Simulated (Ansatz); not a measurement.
## CH4ClGeO, SMILES [CH3][GeH]([O])[Cl]: a rigid torsion scan, step by step

Computed with Ansatz 0.2.0 through its Python package.

Run as a notebook:

**Cell 1**
```python
import ansatz as az
from ase import Atoms
```

**Cell 2**
```python
atoms = Atoms(["C", "Ge", "O", "Cl", "H", "H", "H", "H"], positions=[
    [-0.1929, 0.9833, -0.0822],
    [0.1726, -0.8527, 0.1856],
    [1.8797, -1.0202, 0.5674],
    [-0.1941, -1.9515, -1.6206],
    [-1.3161, 1.127, -0.3568],
    [-0.0141, 1.615, 0.8282],
    [0.3963, 1.4234, -0.9285],
    [-0.6393, -1.3813, 1.3511],
])
```

**Cell 3**
```python
# relax first, so that the scan starts from a minimum
first = (
    az.Crystal.molecule_from_ase(atoms).calculation()
    .basis(gaussian="def2-SVP")
    .functional("pbe0")
    .spin("collinear", total=1)
    .relax(force_tolerance=0.02, max_steps=80)
)
atoms.positions = first.run().report["positions_ang"]
```

**Cell 4**
```python
start = atoms.get_dihedral(2, 1, 0, 4)
energies = {}
for turn in range(0, 121, 20):
    turned = atoms.copy()
    turned.set_dihedral(2, 1, 0, 4, start + turn, indices=[0, 4, 5, 6])
    job = (
        az.Crystal.molecule_from_ase(turned).calculation()
        .basis(gaussian="def2-SVP")
        .functional("pbe0")
        .spin("collinear", total=1)
    )
    energies[round((start + turn) % 360)] = job.run().report["free_energy_ev"]
floor = min(energies.values())
print("dihedral O2-Ge1-C0-H4 (deg)   E - E(min) (kJ/mol)")
for angle, e in sorted(energies.items()):
    print(f"{angle:8d} {96.485332 * (e - floor):14.3f}  " + "#" * int(30 * (e - floor) / max(max(energies.values()) - floor, 1e-9)))
```
Output:
```text
dihedral O2-Ge1-C0-H4 (deg)   E - E(min) (kJ/mol)
     179          0.000
     199          0.692  ########
     219          1.924  #######################
     239          2.503  ##############################
     259          1.814  #####################
     279          0.579  ######
     299          0.064
```

Notes:
- The scan is rigid and the energies are electronic, in a modest basis. With rigid groups the curve can differ much from the relaxed path, the start wasn't checked as a minimum of this torsion, and equivalent turns needn't return to the same energy.
- The species is open-shell (spin multiplicity 2).
- Wall time of the script: 75 s on 1 thread of AMD EPYC 9R45 (Zen 5) (shared host), peak memory 0.45 GiB.
